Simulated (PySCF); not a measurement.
**MoOF: doublet, from a bent start**

The task is one start of a wider search on MoOF: the doublet, from a bent start. It is relaxed, tested by its Hessian and followed downhill if it is a saddle.

The runs use PySCF 2.14.0; PBE0, basis Mo def2-TZVP with ECP28, O def2-TZVP, F def2-TZVP, scalar-relativistic core potentials, no spin–orbit coupling, density fitting.

## 1. Where the work starts

3 atoms, charge 0, spin multiplicity 2.

Bond lengths: Mo1–O2 1.780 Å, Mo1–F3 2.020 Å. Angles: O2–Mo1–F3 110.0°.

```xyz
3
charge 0 multiplicity 2
Mo    0.0000    0.0000    0.0000
O    -1.4581    0.0000    1.0210
F     1.6547    0.0000    1.1586
```

## 2. The SCF at the typed geometry

The steps below are one call of a driver around PySCF. For each, scf.py gives the equivalent set-up of the SCF; relaxations use the driver's own optimiser. After this first run the driver tries any further starts and a stability analysis.

scf.py reads:

```python
from pyscf import gto, scf, dft
mol = gto.M(atom='''
Mo     0.000000     0.000000     0.000000
O     -1.458100     0.000000     1.021000
F      1.654700     0.000000     1.158600''',
    basis={'Mo': 'def2-TZVP', 'O': 'def2-TZVP', 'F': 'def2-TZVP'},
    ecp={'Mo': 'def2-TZVP'},
    charge=0, spin=1)
mf = dft.UKS(mol, xc='PBE0')
mf.grids.atom_grid = (50, 194)
aux = {'Mo': 'def2-universal-JKFIT', 'O': 'def2-universal-JKFIT', 'F': 'def2-universal-JKFIT'}
mf = mf.density_fit(auxbasis=aux)
mf.conv_tol = 1e-08
mf.diis_space = 10
mf.max_cycle = 60
mf.init_guess = 'minao'
mf.verbose = 4
mf.kernel()
```

On the command line:

```sh
> OMP_NUM_THREADS=4 python axn.py task.json out
```

Further steps of the session: Relaxing the doublet from the bent start; Vibrations and properties at this point.

Before running it: what results should come out? Wanted: minimum; geometry; wavenumbers; dipole moment; highest occupied, lowest empty level; polar-tensor charge of Mo1; zero-point energy; atomisation energy; ⟨S²⟩.

The runs gave:

| quantity | value |
| --- | --- |
| minimum | broken-symmetry (Ms = 1/2), Cs |
| geometry | Mo–F 1.885 Å, Mo–O 1.661 Å; F–Mo–O 141.4° |
| wavenumbers (cm⁻¹) | 176 (a'), 645 (a'), 1056 (a') |
| dipole moment | 1.99 D |
| highest occupied, lowest empty level (either spin) | -6.37, -3.03 eV |
| polar-tensor charge of Mo1 | +1.43 e |
| zero-point energy | 11.2 kJ/mol |
| entropy at 298.15 K | 283.5 J/(mol K) |
| atomisation energy (no zero-point energy) | 999 kJ/mol |
| ⟨S²⟩ | 1.631 |

What this shows: The bent start keeps its Cs symmetry and ends in a minimum. The determinant is spin-contaminated (⟨S²⟩ = 1.63 against 0.75), so it is no pure spin state. In the infrared the band at 1056 cm⁻¹ (a', stretch) leads. The first SCF alone would have been 33 kJ/mol too high. Only this shape and spin were tried, so other structures or states may lie lower. One determinant may miss the lowest occupation of an open d or f shell.
